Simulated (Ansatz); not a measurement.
# CH₃GaO₃: one species, many methods

One table from this session's results is given with a row withheld; the runs are named, their logs left out.

Method: functionals in def2-TZVPP, the program's frozen cores in correlated methods; program: Ansatz 0.2.0, Gaussian basis.

Levels to be run: LDA (SPW92), PBE-D4, revPBE-D4, BLYP-D4, r2SCAN-D4, B97M-V, PBE0-D4, B3LYP-D4, r2SCANh-D4, r2SCAN0-D4, HSE06-D4, BHLYP-D4, CAM-B3LYP-D4, LC-ωPBE, ωB97X-V, ωB97M-V, B2PLYP, PBE-QIDH; CCSD(T)/def2-SVP; CCSD(T)/def2-TZVPP; CCSD(T)/def2-QZVPP; extrapolation to the limit; RPA on PBE.

### The relaxed structure

The geometry comes from an earlier relaxation with PBE0-D4 in a triple-zeta def2 set; it is a stationary point, not always the lowest conformer.

SMILES `O=[CH][Ga]([OH])[OH]`, 8 atoms, charge 0, spin multiplicity 1.

Atoms are counted from 1 here; the program's logs count them from 0.

Bond lengths: O1–C2 1.202 Å, C2–Ga3 2.021 Å, C2–H6 1.114 Å, Ga3–O4 1.778 Å, Ga3–O5 1.782 Å, O4–H7 0.961 Å, O5–H8 0.960 Å. Angles: O1–C2–Ga3 119.4°, O1–C2–H6 119.9°, Ga3–C2–H6 120.7°, C2–Ga3–O4 121.8°, C2–Ga3–O5 122.1°, O4–Ga3–O5 116.0°, Ga3–O4–H7 113.5°, Ga3–O5–H8 113.7°.

Geometry (Å):

| atom | x (Å) | y (Å) | z (Å) |
| --- | --- | --- | --- |
| O1 | -0.3787 | 0.1922 | 2.3759 |
| C2 | -0.0891 | 0.8457 | 1.4096 |
| Ga3 | 0.0575 | -0.0583 | -0.3925 |
| O4 | 0.4811 | 0.8463 | -1.8637 |
| O5 | -0.2286 | -1.8044 | -0.6029 |
| H6 | 0.0952 | 1.9390 | 1.5147 |
| H7 | 0.5173 | 0.2995 | -2.6525 |
| H8 | -0.4547 | -2.2599 | 0.2115 |

The first run:

in.yaml

```yaml
crystal:
  periodic: [false, false, false]
  atoms:
    - {symbol: O, position_ang: [-0.378661, 0.192172, 2.375883]}
    - {symbol: C, position_ang: [-0.089131, 0.845653, 1.409619]}
    - {symbol: Ga, position_ang: [0.057535, -0.058315, -0.392504]}
    - {symbol: O, position_ang: [0.481103, 0.846317, -1.863679]}
    - {symbol: O, position_ang: [-0.228629, -1.804437, -0.602938]}
    - {symbol: H, position_ang: [0.095157, 1.939014, 1.514692]}
    - {symbol: H, position_ang: [0.517335, 0.299491, -2.652524]}
    - {symbol: H, position_ang: [-0.454710, -2.259886, 0.211460]}
basis:
  gaussian: {orbitals: def2-TZVPP}
hamiltonian: {xc: lda}
output: {orbitals: {seedname: orbitals}}
```

Started as:

```bash
$ ansatz run in.yaml --threads 2 --pin off --events-out ev --progress --plain --max-ram 22528MiB --backend cpu
```

Steps of the session up to this table: LDA; PBE-D4 (GGA); revPBE-D4 (GGA); BLYP-D4 (GGA); r2SCAN-D4 (meta-GGA); B97M-V (meta-GGA); B3LYP-D4 (hybrid); r2SCANh-D4 (hybrid); r2SCAN0-D4 (hybrid); HSE06-D4 (hybrid); BHLYP-D4 (hybrid); CAM-B3LYP-D4 (range-separated); LC-ωPBE (range-separated); ωB97X-V (range-separated); ωB97M-V (range-separated); B2PLYP (double hybrid); PBE-QIDH (double hybrid).

One table of the session follows, with a row left open; its other results are not shown here.

It belongs to the step «Frontier levels by functional». 

```
  functional  HOMO (eV)  LUMO (eV)  gap (eV)
 LDA (SPW92)      -5.99      -3.60      2.39
      PBE-D4      -5.80      -3.30      2.50
   revPBE-D4      -5.72      -3.19      2.53
     BLYP-D4      -5.74      -3.19      2.55
   r2SCAN-D4      -6.05      -3.14      2.91
      B97M-V      -6.13      -3.05      3.08
     PBE0-D4      -7.20      -2.25      4.95
    B3LYP-D4          ?          ?         ?
  r2SCANh-D4      -6.58      -2.75      3.84
  r2SCAN0-D4      -7.39      -2.17      5.22
    HSE06-D4      -6.79      -2.63      4.16
    BHLYP-D4      -8.60      -1.21      7.38
CAM-B3LYP-D4      -8.61      -1.13      7.48
     LC-ωPBE      -9.84       0.14      9.98
     ωB97X-V      -9.53       0.03      9.56
     ωB97M-V      -9.46      -0.10      9.36
```

Q: Estimate the row for B3LYP-D4 from the others.

Worked estimate for «HOMO (eV)». Against the share of exact exchange, BLYP-D4 (0, -5.74), BHLYP-D4 (0.5, -8.60) give a slope of -5.72 per unit share; at 0.2 the line stands at -6.88.

**Answer.** HOMO (eV): -7.02; LUMO (eV): -2.53; gap (eV): 4.49. In «HOMO (eV)» the line misses by +0.14.
